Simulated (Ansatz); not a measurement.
# C2H10OSi2: the cost of one run

Method: RKS PBE-D4/STO-3G, in Ansatz 0.2.0.

## 1. The structure to begin with

Bond lengths: Si1–C2 1.849 Å, C2–C3 1.499 Å, C3–O4 1.442 Å, O4–Si5 1.600 Å, Si1–H6 1.515 Å, Si1–H7 1.438 Å, Si1–H8 1.498 Å, C2–H9 1.060 Å, C2–H10 1.085 Å, C3–H11 1.120 Å, C3–H12 1.129 Å, Si5–H13 1.489 Å, Si5–H14 1.473 Å, Si5–H15 1.461 Å. Angles (14 of 25 angles, heavy atoms first): Si1–C2–C3 114.0°, C2–C3–O4 112.6°, C3–O4–Si5 124.0°, Si1–C2–H9 107.5°, Si1–C2–H10 110.3°, C3–C2–H9 109.2°, C3–C2–H10 108.4°, C2–Si1–H6 109.6°, C2–Si1–H7 112.8°, C2–Si1–H8 108.4°, C2–C3–H11 110.7°, C2–C3–H12 111.8°, O4–C3–H11 108.5°, O4–C3–H12 108.5°.

As a file:

```xyz
15

Si   -1.8246    0.1699    1.8724
C    -1.2481    0.0390    0.1209
C     0.2431   -0.0140   -0.0271
O     0.6598   -0.1369   -1.4016
Si    2.1869   -0.2426   -1.8675
H    -1.3455    1.4776    2.4686
H    -1.3901   -0.9324    2.6864
H    -3.3183    0.2778    1.8710
H    -1.6700   -0.8434   -0.2888
H    -1.6199    0.8756   -0.4613
H     0.7163    0.9037    0.4076
H     0.6925   -0.8668    0.5611
H     2.8320    1.0226   -1.4198
H     2.7833   -1.3966   -1.1734
H     2.2808   -0.3843   -3.3190
```

## 2. Relaxing end A

Input file input.yaml:

```yaml
crystal:
  periodic: [false, false, false]
  atoms:
    - { symbol: Si, position_ang: [-1.8246, 0.1699, 1.8724] }
    - { symbol: C, position_ang: [-1.2481, 0.039, 0.1209] }
    - { symbol: C, position_ang: [0.2431, -0.014, -0.0271] }
    - { symbol: O, position_ang: [0.6598, -0.1369, -1.4016] }
    - { symbol: Si, position_ang: [2.1869, -0.2426, -1.8675] }
    - { symbol: H, position_ang: [-1.3455, 1.4776, 2.4686] }
    - { symbol: H, position_ang: [-1.3901, -0.9324, 2.6864] }
    - { symbol: H, position_ang: [-3.3183, 0.2778, 1.871] }
    - { symbol: H, position_ang: [-1.67, -0.8434, -0.2888] }
    - { symbol: H, position_ang: [-1.6199, 0.8756, -0.4613] }
    - { symbol: H, position_ang: [0.7163, 0.9037, 0.4076] }
    - { symbol: H, position_ang: [0.6925, -0.8668, 0.5611] }
    - { symbol: H, position_ang: [2.832, 1.0226, -1.4198] }
    - { symbol: H, position_ang: [2.7833, -1.3966, -1.1734] }
    - { symbol: H, position_ang: [2.2808, -0.3843, -3.319] }
basis:
  gaussian: { orbitals: STO-3G }
hamiltonian:
  xc: pbe
  dispersion: d4
relax:
  f_tol: 0.02
  max_steps: 50
```

On the command line:

```sh
$ ansatz run input.yaml --threads 1 --pin off --max-ram 2048MiB --backend cpu --events-out ev --progress --plain --runs-dir out
```

Q: Estimate wall time and peak memory on 1 thread of Arm Neoverse V1, shared host.

About 29 s, with a peak of 0.13 GiB.
